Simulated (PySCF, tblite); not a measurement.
# C₂H₈N₂Si₂: geometry, infrared bands and NMR shifts

What infrared bands and NMR shifts should C₂H₈N₂Si₂ (`C[SiH2][Si@@H](N)C#N`) show?

The runs use tblite 0.8.0 and PySCF 2.14.0, with density-fitted response routines of our own; the level of theory stands in each step. All values are computed, except where a source is named. Atoms count from 0, in the outputs and in this text.

## Step 1: Starting geometry

14 atoms, charge 0, multiplicity 1; geometry from: force field or distance geometry start.

Bonds of the start (Å): C0–Si1 1.84, Si1–Si2 2.34, Si2–N3 1.73, Si2–C4 1.88, C4–N5 1.15, C0–H6 1.10, C0–H7 1.10, C0–H8 1.10, Si1–H9 1.50, Si1–H10 1.48, Si2–H11 1.48, N3–H12 1.02, N3–H13 1.02.

## Step 2: Geometry optimisation with GFN2-xTB

The job: settings as JSON, then the geometry in Å.

```
{"job": {"kind": "relax", "xc": "GFN2-xTB", "basis": "xTB"}, "charge": 0, "multiplicity": 1}
C     -2.027100     0.642700     0.167000
Si    -1.053400    -0.796700    -0.425100
Si     1.216400    -0.427400     0.005600
N      1.838000     0.884800    -0.926700
C      1.368400    -0.178500     1.863800
N      1.474400    -0.024900     3.000000
H     -1.731700     1.570900    -0.341400
H     -1.914500     0.806400     1.249300
H     -3.096600     0.493300    -0.029900
H     -1.504300    -2.045100     0.272300
H     -1.255000    -0.998300    -1.880200
H      1.995300    -1.594500    -0.455200
H      2.794100     1.059500    -0.620100
H      1.895500     0.607300    -1.901400
```

On the command line:

```sh
$ OMP_NUM_THREADS=1 python probes_run.py task.json out
```

The driver reads the jobs from task.json and runs them one after another.

**Question.** This job is followed by: GFN2-xTB harmonic vibrations, gas phase; GIAO PBE0/pcSseg-1 NMR shielding, non-relativistic, gas phase. Predict these results of the whole session: strongest single infrared mode (GFN2-xTB); zero-point energy (GFN2-xTB); 13C shifts against TMS (PBE0/pcSseg-1); 1H shifts against TMS (PBE0/pcSseg-1, means over atoms taken as alike); 29Si shifts against TMS (PBE0/pcSseg-1); 15N shifts against NH3 (PBE0/pcSseg-1).

**Answer**, as computed:

```
                                                              quantity                             value
                             strongest single infrared mode (GFN2-xTB)             2166 cm⁻¹, 390 km/mol
                                          zero-point energy (GFN2-xTB)                     59.5 kcal/mol
                                13C shifts against TMS (PBE0/pcSseg-1)                  125.9, -11.1 ppm
1H shifts against TMS (PBE0/pcSseg-1, means over atoms taken as alike)  5.43, 3.92, 3.91, 0.49, 0.22 ppm
                               29Si shifts against TMS (PBE0/pcSseg-1)                  -52.2, -81.1 ppm
                                15N shifts against NH3 (PBE0/pcSseg-1)                    361.4, 4.9 ppm
```

**Reading.** Over 63 steps the energy fell by 0.347 eV; of the close pairs, C0–Si1 changed most, 1.836 to 1.898 Å. All 36 modes are real, so the xTB geometry is a minimum. The strongest single mode, at 2166 cm⁻¹, moves mainly H10. Unscaled tight-binding wavenumbers are off by several per cent, some by more. Its intensities can rank the bands wrongly. The most deshielded carbon is C4 (nitrile carbon), at 125.9 ppm: typical of a nitrile. At PBE0/pcSseg-1: Shielding is most anisotropic at N5 (span 594 ppm, paramagnetic term -432 ppm).
